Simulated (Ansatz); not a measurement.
# UBHLYP/STO-3G run of SiH2SF (SMILES F[SiH2][S])

Aim: the electronic atomisation energy of SiH2SF at UBHLYP/STO-3G, from 5 runs. 

The results are computed with Ansatz 0.2.0.

61 further runs of the same task are left out: 3 that didn't finish, 58 set aside as unsound or not needed.

### Step 1. The system as given

SiH2SF: 5 atoms, total charge 0, spin state doublet. SMILES: `F[SiH2][S]`. Geometry: relaxed at PBE0-D4/def2-TZVP.

Bond lengths: F1–Si2 1.596 Å, Si2–S3 2.099 Å, Si2–H4 1.482 Å, Si2–H5 1.482 Å. Angles: F1–Si2–S3 114.0°, F1–Si2–H4 107.4°, F1–Si2–H5 107.4°, S3–Si2–H4 107.4°, S3–Si2–H5 107.4°, H4–Si2–H5 113.3°.

### Step 2. The energy at UBHLYP/STO-3G

File job.yaml:

```yaml
crystal:
  periodic: [false, false, false]
  atoms:
    - symbol: F
      position_ang: [-0.324300, -0.023300, 1.585400]
    - symbol: Si
      position_ang: [0.086000, -0.081000, 0.044500]
    - symbol: S
      position_ang: [-1.148000, 1.061300, -1.211000]
    - symbol: H
      position_ang: [-0.023500, -1.493100, -0.391000]
    - symbol: H
      position_ang: [1.459700, 0.462600, -0.069300]
basis:
  gaussian: {orbitals: STO-3G}
magnetization: {spin_polarized: true, initial_magnetization: 1}
hamiltonian: {xc: {name: BHLYP}}
accuracy: high
```

On the command line:

```
$ ansatz run job.yaml --threads 1 --pin off --max-ram 2610MiB --events-out events.jsonl --progress --plain --runs-dir runs
```

Standard output:

```text
Warning: RAYON_NUM_THREADS=1 ignored (pool sized by the plan → 1); use --threads N
Functional definition: BHLYP
  name "BHLYP"
  parameter a = 0.5
  exchange = (1 - a)*b88_x + a*exact_x
  correlation = lyp_c
460 factors; integrals over basis functions are off by at most 2.8e-8 eV
mean field evaluation 1: about -21208.7953 eV, gradient 1.5e1 eV
mean field evaluation 2: about -21210.1859 eV, gradient 8.7e0 eV
mean field evaluation 4: about -21210.7123 eV, gradient 2.4e-1 eV
mean field evaluation 8: about -21210.7213 eV, gradient 3.2e-3 eV
mean field evaluation 16: about -21210.7213 eV, gradient 5.0e-5 eV
mean field -21210.72131064 eV, -779.4796310228 hartree, gradient 3.8e-8 eV, S^2 0.751393; 2 other end points of the search recorded, 0 dependent functions left out
reference -21210.72132823 eV, -779.4796316690 hartree; 21, 20 occupied and 4, 5 virtual orbitals, 460 factors
Total energy: -21210.72132823 eV, -779.4796316690 hartree
```

Run time: 3.3 s. Hardware: 1 thread of Arm Neoverse V2, shared host; peak memory 0.14 GiB.

### Step 3. The F atom, same level

File run.yaml:

```yaml
crystal:
  periodic: [false, false, false]
  atoms:
    - {symbol: F, position_ang: [0.000000, 0.000000, 0.000000]}
basis:
  gaussian:
    orbitals: STO-3G
magnetization:
  spin_polarized: true
  initial_magnetization: 1
hamiltonian:
  xc: {name: BHLYP}
accuracy: high
```

Run the same way, it converges to -98.27228 Eh (log not shown).

### Step 4. The H atom, same level

File molecule.yaml:

```yaml
crystal:
  periodic: [false, false, false]
  atoms:
    - {symbol: H, position_ang: [0.000000, 0.000000, 0.000000]}
basis:
  gaussian:
    orbitals: STO-3G
magnetization:
  spin_polarized: true
  initial_magnetization: 1
hamiltonian:
  xc: {name: BHLYP}
accuracy: high
```

Run the same way, it converges to -0.46466 Eh (log not shown).

### Step 5. The S atom, same level

File input.yaml:

```yaml
crystal:
  periodic: [false, false, false]
  atoms:
    - {symbol: S, position_ang: [0.000000, 0.000000, 0.000000]}
basis:
  gaussian:
    orbitals: STO-3G
total_charge: 0
magnetization:
  spin_polarized: true
  initial_magnetization: 2
hamiltonian:
  xc: {name: BHLYP}
accuracy: high
```

On the command line:

```
$ ansatz run input.yaml --threads 1 --pin off --max-ram 2610MiB --events-out events.jsonl --progress --plain --runs-dir runs
```

Standard output:

```text
Warning: RAYON_NUM_THREADS=1 ignored (pool sized by the plan → 1); use --threads N
Functional definition: BHLYP
  name "BHLYP"
  parameter a = 0.5
  exchange = (1 - a)*b88_x + a*exact_x
  correlation = lyp_c
42 factors; integrals over basis functions are off by at most 2.4e-9 eV
mean field evaluation 1: about -10713.0368 eV, gradient 5.5e-1 eV
mean field evaluation 2: about -10713.0373 eV, gradient 2.1e-2 eV
mean field evaluation 4: about -10713.0379 eV, gradient 5.1e-6 eV
mean field evaluation 8: about -10713.0379 eV, gradient 3.4e-12 eV
mean field -10713.03793329 eV, -393.6968824903 hartree, gradient 3.5e-12 eV, S^2 2.000000; 0 other end points of the search recorded, 0 dependent functions left out
reference -10713.03794417 eV, -393.6968828904 hartree; 9, 7 occupied and 0, 2 virtual orbitals, 42 factors
Total energy: -10713.03794417 eV, -393.6968828904 hartree
```

Run time: 0.3 s. Hardware: 1 thread of Arm Neoverse V2, shared host.

### Step 6. The Si atom at the same level

File molecule.yaml:

```yaml
basis:
  gaussian: {orbitals: STO-3G}
crystal:
  periodic: [false, false, false]
  atoms:
    - symbol: Si
      position_ang: [0.000000, 0.000000, 0.000000]
magnetization: {spin_polarized: true, initial_magnetization: 2}
hamiltonian: {xc: {name: BHLYP}}
accuracy: high
```

Run the same way, it converges to -285.95554 Eh (log not shown).

### Step 7. Results

Level: UBHLYP/STO-3G.

| quantity | value |
| --- | --- |
| molecule: total energy | -779.47963 Eh |
| molecule: ⟨S²⟩ | 0.751 |
| F atom: total energy | -98.27228 Eh |
| F atom: ⟨S²⟩ | 0.750 |
| H atom: total energy | -0.46466 Eh |
| H atom: ⟨S²⟩ | 0.750 |
| S atom: total energy | -393.69688 Eh |
| S atom: ⟨S²⟩ | 2.000 |
| Si atom: total energy | -285.95554 Eh |
| Si atom: ⟨S²⟩ | 2.000 |
| electronic atomisation energy | 17.024 eV |

In words: Taking the molecule apart into free atoms costs 17.02 eV (393 kcal/mol), before zero-point energy and without spin-orbit coupling. In a minimal basis such a difference can be off by several eV, whatever the method.
